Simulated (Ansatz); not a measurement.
Geometry optimisation, DFT PBE, scalar-relativistic, plane waves, PAW in Ansatz.

Input:

```yaml
crystal:
  lattice:
    - [6.32, 0.0, 0.0]
    - [0.0, 6.32, 0.0]
    - [0.0, 0.0, 6.32]
  atoms:
    - { symbol: Ti, position: [0.25, -0.25, 0.25] }
    - { symbol: W, position: [0.5, 0.0, 0.0] }
    - { symbol: W, position: [0.0, 0.5, 0.0] }
    - { symbol: W, position: [0.0, 0.0, 0.5] }
    - { symbol: W, position: [0.25, 0.25, 0.25] }
    - { symbol: W, position: [0.5, 0.5, 0.0] }
    - { symbol: W, position: [0.5, 0.0, 0.5] }
    - { symbol: W, position: [0.75, 0.25, 0.25] }
    - { symbol: W, position: [0.0, 0.5, 0.5] }
    - { symbol: W, position: [0.25, 0.25, 0.75] }
    - { symbol: W, position: [0.5, 0.5, 0.5] }
    - { symbol: W, position: [0.75, 0.75, 0.25] }
    - { symbol: W, position: [0.75, 0.25, 0.75] }
    - { symbol: W, position: [0.25, 0.75, 0.75] }
    - { symbol: W, position: [0.75, 0.75, 0.75] }
basis:
  ecutwfc: 420.0
kpoints:
  mp_grid: { grid: [3, 3, 3] }
hamiltonian:
  xc: pbe
  pseudopotentials: { kind: paw, azcp: { folder: soft_1 } }
scf:
  occupations: { method: gaussian, width: 0.05 }
  lower_state_search: "off"
relax:
  f_tol: 0.03
  max_steps: 60
  adjacent_minimum: "off"
```

Run as:

```bash
$ ansatz run input.yaml --threads 4 --pin off --max-ram 10240MiB --backend cpu --events-out ev --progress --plain --runs-dir out
```

Q: Where does it end, and by what steps?

A: It converged. Limits of this set-up: coarse k mesh, a small cell, in which the defect meets its images, a typed lattice constant that wasn't relaxed here. After 4 steps the energy has fallen by 0.135 eV; Ti1 moved furthest, 0.08 Å.

| step | energy less start (eV) | largest force component (eV/Å) | accepted |
| --- | --- | --- | --- |
| 0 | 0.0000 | 0.516 | yes |
| 1 | 1.2555 | 1.624 | no |
| 2 | -0.1308 | 0.092 | yes |
| 3 | -0.1315 | 0.076 | yes |
| 4 | -0.1349 | 0.019 | yes |

```xyz
15
Lattice="6.3200 0.0000 0.0000 0.0000 6.3200 0.0000 0.0000 0.0000 6.3200" Properties=species:S:1:pos:R:3
Ti 1.533 -1.533 1.533
W 3.180 0.011 -0.011
W -0.011 3.140 -0.011
W -0.011 0.011 3.180
W 1.573 1.567 1.573
W 3.156 3.164 0.003
W 3.156 -0.003 3.156
W 4.769 1.551 1.554
W 0.003 3.164 3.156
W 1.554 1.551 4.769
W 3.173 3.147 3.173
W 4.753 4.747 1.573
W 4.748 1.572 4.748
W 1.573 4.747 4.753
W 4.769 4.766 4.769
```

Whether the end is a true minimum wasn't checked by a vibrational analysis.

Run time: 24 s on 4 threads of Arm Neoverse V1, on a shared host, peak memory 0.91 GiB.
